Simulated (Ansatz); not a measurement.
# Osmium, bcc under LDA: from relaxation to bulk modulus

Aim: take osmium in the bcc structure, relax it, solve it on a dense k-mesh, switch on spin-orbit coupling, then scale the cell to 7 volumes from 88 to 112 % of the relaxed one and try a fit of the equation of state. The k-meshes are 14×14×14 for the relaxation; 24×24×24 for the dense run; 14×14×14 for spin-orbit coupling; 16×16×16 for the volumes.

This is Os in the bcc structure; at room conditions it is hcp.

Method: DFT LDA (PW92), plane waves (420 eV) with PAW, scalar-relativistic; PBE-made PAW files, in Ansatz 0.2.0.

## 1. The system as given

The structure is cubic, space group Im-3m (No. 229). Conventional cell: a = 3.036 Å, b = 3.036 Å, c = 3.036 Å, α = 90.00°, β = 90.00°, γ = 90.00°. Os (site symmetry m-3m) has 8 Os at 2.63 Å as nearest neighbours.

Structure file:

```cif
data_structure
_symmetry_space_group_name_H-M 'Im-3m'
_symmetry_Int_Tables_number 229
_cell_length_a 3.0360
_cell_length_b 3.0360
_cell_length_c 3.0360
_cell_angle_alpha 90.000
_cell_angle_beta 90.000
_cell_angle_gamma 90.000
_cell_volume 27.98
loop_
_atom_site_label
_atom_site_type_symbol
_atom_site_symmetry_multiplicity
_atom_site_Wyckoff_symbol
_atom_site_fract_x
_atom_site_fract_y
_atom_site_fract_z
_atom_site_occupancy
Os1 Os 2 a 0.00000 0.00000 0.00000 1
```

## 2. Geometry optimisation

The input, input.yaml:

```yaml
crystal:
  lattice:
    - [-1.5179840853, 1.5179840853, 1.5179840853]
    - [1.5179840853, -1.5179840853, 1.5179840853]
    - [1.5179840853, 1.5179840853, -1.5179840853]
  atoms:
    - { symbol: Os, position: [0.0, 0.0, 0.0] }
hamiltonian:
  xc: lda
  pseudopotentials:
    kind: paw
    azcp:
      Os: "pseudopotentials/Os.paw.azcp"
basis:
  ecutwfc: 420
  fft_grid_basis: typed
kpoints:
  mp_grid: { grid: [14, 14, 14], shift: [0, 0, 0] }
magnetization:
  spin_polarized: false
scf:
  occupations: { method: fermi_dirac, width: 0.1 }
relax:
  max_steps: 60
  f_tol: 0.01
  cell: {}
output:
  write_density: true
  write_potential: true
  elf: true
  volumetric_format: npy
```

Further steps of the session: The energy on a finer k-mesh; A two-component run at the same geometry; Volume × 0.88; Volume × 0.92; Volume × 0.96; Volume × 1.0; Volume × 1.04; Volume × 1.08; Volume × 1.12.

Before running it: what results should come out? Wanted: space group; conventional cell; volume; shortest distance; gap on the mesh; relative to hcp; V₀, B₀, B₀′.

As calculated:

| quantity | value |
| --- | --- |
| space group (spins left aside) | Im-3m (No. 229) |
| conventional cell | a = 3.048 Å |
| volume | 14.154 Å³/atom |
| shortest distance | 2.639 Å |
| gap on the mesh | none (levels filled in part) |
| relative to hcp | +938 meV/atom |
| V₀, B₀, B₀′ | 14.142 Å³/atom, 399 GPa, 4.7 |

What this shows: The relaxation enlarged the cell by 1.2 % in volume. It lies 938 meV/atom above the element's reference form at the same level (hcp, from a run of its own), so it is far from stable. Levels at the Fermi energy are filled in part, as in a metal. Totals with and without spin-orbit coupling (-28.2 eV/atom apart) can't be read as binding, since the two-component data shift the zero of energy. B₀ comes out at 399 GPa, among the stiffest elements. Relaxation kept the symmetry; phonons were not checked.
